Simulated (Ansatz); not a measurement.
**CH₅IOSi: one species, many methods**

One table from this session's results is given with a row withheld; the runs are named, their logs left out.

The runs use Ansatz 0.2.0, Gaussian basis; functionals in def2-TZVPP, the program's frozen cores in correlated methods.

Plan: PBE-D4, r2SCAN-D4, PBE0-D4, B3LYP-D4, ωB97X-V, ωB97M-V, B2PLYP; CCSD(T)/def2-TZVPP; MP2/def2-QZVPP; extrapolation to the limit.

**Structure used throughout**

An earlier PBE0-D4 in a triple-zeta def2 set relaxation fixed the geometry. I takes the def2 core potential; no spin-orbit term is included.

SMILES `[SiH3]OCI`, 9 atoms, charge 0, spin multiplicity 1.

Atoms are counted from 1 here; the program's logs count them from 0.

Bond lengths: Si1–O2 1.663 Å, Si1–H5 1.481 Å, Si1–H6 1.479 Å, Si1–H7 1.487 Å, O2–C3 1.364 Å, C3–I4 2.191 Å, C3–H8 1.091 Å, C3–H9 1.087 Å. Angles: O2–Si1–H5 111.0°, O2–Si1–H6 105.0°, O2–Si1–H7 109.0°, H5–Si1–H6 110.7°, H5–Si1–H7 109.9°, H6–Si1–H7 111.2°, Si1–O2–C3 124.6°, O2–C3–I4 113.6°, O2–C3–H8 113.6°, O2–C3–H9 110.2°, I4–C3–H8 103.3°, I4–C3–H9 103.9°, H8–C3–H9 111.7°.

Set-up of the first run:

in.yaml

```yaml
crystal:
  periodic: [false, false, false]
  atoms:
    - {symbol: Si, position_ang: [0.404298, 1.250042, -0.372339]}
    - {symbol: O, position_ang: [-0.417319, 0.244904, 0.667545]}
    - {symbol: C, position_ang: [-0.342134, -1.116780, 0.650387]}
    - {symbol: I, position_ang: [-1.240082, -2.022540, -1.130798]}
    - {symbol: H, position_ang: [-0.312071, 1.377581, -1.662773]}
    - {symbol: H, position_ang: [0.465536, 2.554263, 0.322859]}
    - {symbol: H, position_ang: [1.766381, 0.699067, -0.601697]}
    - {symbol: H, position_ang: [0.680261, -1.497889, 0.636862]}
    - {symbol: H, position_ang: [-0.916471, -1.534848, 1.472755]}
basis:
  gaussian: {orbitals: def2-TZVPP}
hamiltonian: {xc: pbe, dispersion: d4}
output: {forces: true, orbitals: {seedname: orbitals}}
```

Run with:

```console
ansatz run in.yaml --threads 4 --pin off --events-out ev --progress --plain --max-ram 10444MiB
```

Among the steps run: PBE-D4 (GGA); r2SCAN-D4 (meta-GGA); PBE0-D4 (hybrid); B3LYP-D4 (hybrid); ωB97X-V (range-separated); ωB97M-V (range-separated); B2PLYP (double hybrid); CCSD(T) in def2-TZVPP; MP2 in def2-QZVPP.

One table of the session follows, with a row left open; its other results are not shown here.

```
            method  atomisation energy (kJ/mol)
            PBE-D4                       2965.2
         r2SCAN-D4                       2936.3
           PBE0-D4                       2913.6
          B3LYP-D4                       2928.0
           ωB97X-V                       2939.3
           ωB97M-V                       2928.7
            B2PLYP                       2895.1
     HF/def2-TZVPP                       2105.9
    MP2/def2-TZVPP                       2902.6
   CCSD/def2-TZVPP                       2814.3
CCSD(T)/def2-TZVPP                       2860.2
           MP2/CBS                            ?
       CCSD(T)/CBS                       2949.2
```

Estimate the missing values for MP2/CBS.

The run gave: atomisation energy (kJ/mol): 2991.5. In the column «atomisation energy (kJ/mol)» it is the highest.
